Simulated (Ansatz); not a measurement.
# CH₅Cl₂FNSi₂ radical: up Jacob's ladder to CCSD(T)

Aim: compute CH₅Cl₂FNSi₂ radical with functionals from several rungs and with coupled cluster, and see how far each lands from CCSD(T) at the basis-set limit for the atomisation energy.

The runs use Ansatz 0.2.0, Gaussian basis; functionals in def2-TZVPP, the program's frozen cores in correlated methods.

Plan: LDA (SPW92), PBE-D4, revPBE-D4, BLYP-D4, r2SCAN-D4, B97M-V, PBE0-D4, B3LYP-D4, r2SCANh-D4, r2SCAN0-D4, HSE06-D4, BHLYP-D4, CAM-B3LYP-D4, LC-ωPBE, ωB97X-V, ωB97M-V, B2PLYP, PBE-QIDH; CCSD(T)/def2-SVP; CCSD(T)/def2-TZVPP; MP2/def2-QZVPP; extrapolation to the limit; RPA on PBE.

## 1. Structure used throughout

The geometry comes from an earlier relaxation with PBE0-D4 in a triple-zeta def2 set; it is a stationary point, not always the lowest conformer.

12 atoms, charge 0, spin multiplicity 2.

Atoms are counted from 1 here; the program's logs count them from 0.

Bond lengths: C1–N2 1.470 Å, C1–H8 1.092 Å, C1–H9 1.092 Å, C1–H10 1.093 Å, N2–Si3 1.723 Å, N2–Si5 1.704 Å, Si3–Cl4 2.065 Å, Si3–H11 1.488 Å, Si5–F6 1.590 Å, Si5–Cl7 2.039 Å, Si5–H12 1.471 Å. Angles: N2–C1–H8 110.1°, N2–C1–H9 110.7°, N2–C1–H10 111.2°, H8–C1–H9 107.7°, H8–C1–H10 108.4°, H9–C1–H10 108.7°, C1–N2–Si3 120.0°, C1–N2–Si5 119.1°, Si3–N2–Si5 120.6°, N2–Si3–Cl4 113.0°, N2–Si3–H11 107.4°, Cl4–Si3–H11 106.8°, N2–Si5–F6 110.1°, N2–Si5–Cl7 111.4°, N2–Si5–H12 109.7°, F6–Si5–Cl7 105.3°, F6–Si5–H12 109.7°, Cl7–Si5–H12 110.6°.

As a file:

```xyz
12

C     0.97301   -0.90851    0.45746
N    -0.18332   -0.05138    0.15895
Si   -1.69867   -0.76252   -0.24991
Cl   -1.93509   -1.04828   -2.28124
Si    0.03758    1.63513    0.06177
F     0.53981    2.20147    1.45975
Cl    1.50216    2.11679   -1.27268
H     0.63494   -1.87821    0.82814
H     1.59795   -0.45691    1.23111
H     1.58390   -1.07403   -0.43387
H    -1.74374   -2.10921    0.38228
H    -1.23142    2.28057   -0.30777
```

## 2. LDA

This LDA is Slater exchange with PW92 correlation.

in.yaml

```yaml
crystal:
  periodic: [false, false, false]
  atoms:
    - {symbol: C, position_ang: [0.973007, -0.908510, 0.457462]}
    - {symbol: N, position_ang: [-0.183315, -0.051379, 0.158947]}
    - {symbol: Si, position_ang: [-1.698666, -0.762524, -0.249907]}
    - {symbol: Cl, position_ang: [-1.935088, -1.048276, -2.281238]}
    - {symbol: Si, position_ang: [0.037578, 1.635131, 0.061775]}
    - {symbol: F, position_ang: [0.539807, 2.201466, 1.459746]}
    - {symbol: Cl, position_ang: [1.502158, 2.116785, -1.272680]}
    - {symbol: H, position_ang: [0.634940, -1.878211, 0.828142]}
    - {symbol: H, position_ang: [1.597949, -0.456912, 1.231114]}
    - {symbol: H, position_ang: [1.583898, -1.074033, -0.433870]}
    - {symbol: H, position_ang: [-1.743744, -2.109211, 0.382277]}
    - {symbol: H, position_ang: [-1.231425, 2.280575, -0.307769]}
basis:
  gaussian: {orbitals: def2-TZVPP}
magnetization: {spin_polarized: true, initial_magnetization: 1}
hamiltonian: {xc: lda}
output: {orbitals: {seedname: orbitals}}
```

The runs that follow: PBE-D4 (GGA); revPBE-D4 (GGA); BLYP-D4 (GGA); r2SCAN-D4 (meta-GGA); B97M-V (meta-GGA); PBE0-D4 (hybrid); B3LYP-D4 (hybrid); r2SCANh-D4 (hybrid); r2SCAN0-D4 (hybrid); HSE06-D4 (hybrid); BHLYP-D4 (hybrid); CAM-B3LYP-D4 (range-separated); LC-ωPBE (range-separated); ωB97X-V (range-separated); ωB97M-V (range-separated); B2PLYP (double hybrid); PBE-QIDH (double hybrid); CCSD(T) in def2-SVP; CCSD(T) in def2-TZVPP; MP2 in def2-QZVPP; RPA on PBE orbitals.

Q: Predict the results of all the runs planned. Wanted: atomisation energy, CCSD(T)/CBS; farthest beyond LDA; mean size of error, GGA; mean size of error, meta-GGA; mean size of error, hybrid; mean size of error, range-separated; mean size of error, double hybrid; gap, smallest and largest; T1 diagnostic.

**Answer**, as computed:

| quantity | value |
| --- | --- |
| atomisation energy, CCSD(T)/CBS | 4313.7 kJ/mol |
| functionals within 21.6 kJ/mol (0.5 %) | r2SCAN-D4, B97M-V, PBE0-D4, B3LYP-D4, r2SCANh-D4, HSE06-D4, CAM-B3LYP-D4, ωB97M-V |
| farthest beyond LDA | BHLYP-D4 (-125.4 kJ/mol) |
| mean size of error, GGA | 43.8 kJ/mol |
| mean size of error, meta-GGA | 17.7 kJ/mol |
| mean size of error, hybrid | 35.9 kJ/mol |
| mean size of error, range-separated | 18.1 kJ/mol |
| mean size of error, double hybrid | 49.6 kJ/mol |
| gap, smallest and largest | 1.18 eV (LDA (SPW92)), 8.73 eV (LC-ωPBE) |
| T1 diagnostic | 0.0123 |
| triples share of the correlation energy | 3.8 % |

The LDA atomisation energy is off by 606.3 kJ/mol (14 %): it overbinds. PBE-D4 is off by +62.7 kJ/mol. Double hybrids carry the basis error of their MP2 part in triple zeta, and no dispersion term here, so their miss is partly the set-up's. The rungs meta-GGA, range-separated miss on average by less than the doubt on the reference (21.6 kJ/mol), so they tie. Misses under about 21.6 kJ/mol are within the doubt on the reference itself, which lacks core-valence correlation, relativity and higher excitations. Hartree-Fock recovers 73 % of the binding; the rest is correlation. CCSD(T) in def2-SVP is off by -350.3 kJ/mol, worse than the median functional, from the basis alone. The gap grows from 1.2 to 8.7 eV across the functionals, mostly with the share of exact exchange.
